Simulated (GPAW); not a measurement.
AlSn:

```xyz
2
Lattice="4.1981 0.0000 0.0000 -2.0991 3.6357 0.0000 0.0000 0.0000 3.3068" Properties=species:S:1:pos:R:3 pbc="T T T"
Sn    0.0000    2.4238    1.6534
Al    0.0000    0.0000    0.0000
```

The cell comes from a database or a generator and needn't be the stable form of this composition.

* Program: GPAW 26.7.0
* Task: relaxation of cell and atoms
* Functional: SCAN
* Dispersion: D3(BJ)
* Potentials or basis: GPAW PAW data sets (gpaw-data 1.2.1)
* Cutoff: 600 eV
* Basis: pw
* k mesh: 6 × 6 × 7
* Occupations: fermi-dirac, width 0.05 eV
* Spin: no spin polarisation

At the start: pressure -2.7 GPa; volume 25.24 Å³/atom.

Q: How do energy, volume and symmetry change on relaxing?

A: Over 12 steps the energy falls by 20.0 meV/atom and the volume is 24.16 Å³/atom (-4.3 %); space group P-6m2 (No. 187, to 0.05 Å).

The path:
```csv
step,energy change (eV),largest force (eV/Å),pressure (GPa),volume (Å³)
1,0.0000,0.0000,-2.68,50.47
2,-0.0093,0.0000,-2.34,50.15
3,-0.0242,0.0000,-1.70,49.56
4,-0.0372,0.0000,-0.69,48.80
5,-0.0388,0.0000,0.55,47.97
6,-0.0389,0.0000,0.53,47.99
7,-0.0391,0.0000,0.49,48.02
8,-0.0393,0.0000,0.42,48.06
9,-0.0395,0.0000,0.34,48.11
10,-0.0396,0.0000,0.25,48.18
11,-0.0398,0.0000,0.15,48.25
12,-0.0399,0.0000,0.04,48.32
```

Final structure:
```yaml
crystal:
  lattice:
    - [4.18368, 0.00000, 0.00000]
    - [-2.09184, 3.62318, 0.00000]
    - [0.00000, 0.00000, 3.18795]
  atoms:
    - { symbol: Sn, position: [0.33333, 0.66667, 0.50000] }
    - { symbol: Al, position: [0.00000, 0.00000, 0.00000] }
```

Caveat: later steps reuse the first step's grids; the PAW data sets were made with another functional, which shifts forces and pressure a little; pairwise dispersion overbinds metals, which lowers pressure and volume.
